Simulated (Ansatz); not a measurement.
Working through a band structure of Na2BiWO6, space group Fm-3m

With the Python package of Ansatz (0.2.0).

Typed at the interpreter:
```pycon
>>> import warnings
>>> import ansatz as az
>>> import numpy as np
>>> from pymatgen.core import Lattice, Structure
>>> from pymatgen.io.ase import AseAtomsAdaptor
>>> warnings.simplefilter("ignore", az.DeckWarning)
>>> pmg_structure = Structure(
...     Lattice([(0.0, 4.15171231, 4.15171231), (4.15171231, 0.0, 4.15171231), (4.15171231, 4.15171231, 0.0)]),
...     ["Na", "Na", "Bi", "W", "O", "O", "O", "O", "O", "O"],
...     [
...         (0.25, 0.25, 0.25),
...         (0.75, 0.75, 0.75),
...         (0.0, 0.0, 0.0),
...         (0.5, 0.5, 0.5),
...         (0.73367503, 0.26632497, 0.26632497),
...         (0.26632497, 0.73367503, 0.73367503),
...         (0.26632497, 0.73367503, 0.26632497),
...         (0.73367503, 0.26632497, 0.73367503),
...         (0.26632497, 0.26632497, 0.73367503),
...         (0.73367503, 0.73367503, 0.26632497),
...     ],
... )
>>> cell = az.Crystal.from_ase(AseAtomsAdaptor.get_atoms(pmg_structure))
>>> len(cell.resolved().sites)
10
>>> # high-symmetry points in fractions of the reciprocal vectors
>>> path = [
...     ("K", (0.375, 0.375, 0.75)),
...     ("G", (0.0, 0.0, 0.0)),
...     ("L", (0.5, 0.5, 0.5)),
...     ("W", (0.5, 0.25, 0.75)),
...     ("X", (0.5, 0.0, 0.5)),
... ]
>>> calc = (
...     cell.calculation()
...     .kpoints(6, 6, 6)
...     .occupations("gaussian", width=0.1)
...     .band_structure([point for _, point in path], intervals=4)
...     .scf(extra_bands=8)
... )
>>> res = calc.run(threads=1)

>>> summary = res.report
>>> summary["n_kpoints"], summary["n_symmetry_ops"], summary["n_pw"]
(16, 48, 2741)
>>> print("%-22s %14.5f eV" % ("F = E - TS", summary["free_energy_ev"]))
F = E - TS               -29160.35558 eV
>>> print("%-22s %14.5f eV" % ("E", summary["internal_energy_ev"]))
E                        -29160.34328 eV
>>> print("%-22s %14.5f eV" % ("Harris-Foulkes", summary["harris_foulkes_ev"]))
Harris-Foulkes           -29160.35558 eV
>>> print("%-22s %14.5f eV" % ("Fermi level", summary["fermi_energy_ev"]))
Fermi level                   6.93282 eV
>>> print(len(summary["kpoints_frac"]), "irreducible k-points (fractions, weight)")
16 irreducible k-points (fractions, weight)
>>> for k, weight in list(zip(summary["kpoints_frac"], summary["kweights"]))[:12]:
...     print("  {:8.4f} {:8.4f} {:8.4f}".format(*k), f"{weight:10.6f}")
...
    0.0000   0.0000   0.0000   0.004630
    0.0000   0.0000   0.1667   0.037037
    0.0000   0.0000   0.3333   0.037037
    0.0000   0.0000  -0.5000   0.018519
    0.0000   0.1667   0.1667   0.027778
    0.0000   0.1667   0.3333   0.111111
    0.0000   0.1667  -0.5000   0.111111
    0.0000   0.1667  -0.3333   0.111111
    0.0000   0.1667  -0.1667   0.055556
    0.0000   0.3333   0.3333   0.027778
    0.0000   0.3333  -0.5000   0.111111
    0.0000   0.3333  -0.3333   0.055556
>>> bands = res.band_structure()
>>> fermi = bands.fermi_energy_ev
>>> for spin, channel in enumerate(bands.channels):
...     print("channel", spin, "- computed levels within 4 eV of the Fermi level")
...     for i, (label, _) in enumerate(path):
...         levels = channel.eigenvalues_ev[i * 4] - fermi
...         print(f"  {label:3s}", " ".join(f"{e:7.3f}" for e in levels if abs(e) < 4))
...
channel 0 - computed levels within 4 eV of the Fermi level
  K    -3.888  -3.223  -2.726  -2.477  -2.356  -2.132  -1.974  -1.544  -1.447  -1.309  -0.883  -0.518   2.484   2.986   3.118
  G    -1.712  -1.712  -1.712  -1.629  -1.629  -1.629  -0.886  -0.683  -0.683  -0.683   2.420   2.420   2.420
  L    -2.984  -2.821  -2.821  -2.177  -2.177  -1.426  -1.426  -1.355  -1.355  -1.338  -1.020   0.952   2.111   2.687   2.687
  W    -3.629  -2.601  -2.601  -2.271  -2.101  -1.897  -1.897  -1.546  -1.058  -1.058  -0.278   2.725   2.725   3.209
  X    -2.939  -2.405  -2.405  -1.896  -1.642  -1.642  -1.583  -1.546  -1.546  -0.697   2.382   3.209   3.209
```

Notes:
- Absolute energies stand on the zero of these potentials, so only differences at equal settings mean something. A total without «per atom» is that of the cell as typed.
- The cell holds an odd number of electrons and is run without spin, so a magnetic state may lie lower.
- The mesh is modest for a metal, so energies can be off by several to tens of meV an atom and pressures by half a GPa or more; differences at equal mesh fare better.
- An absolute Fermi energy rests on an arbitrary zero of the periodic potential and has no direct meaning.
- No functional is typed, so the default, PBE, holds.
- The structure comes from a database of computed cells and needn't be a stable or known phase.
- Gaps and levels are Kohn-Sham values on a finite set of k-points, without spin-orbit coupling.
- Finished in 6.7 s on 1 thread of Intel(R) Xeon(R) Platinum 8559C (Emerald Rapids), with other jobs on the host, peak memory 0.57 GiB.

(Lines on the test bed's own set-up are left out of the output.)
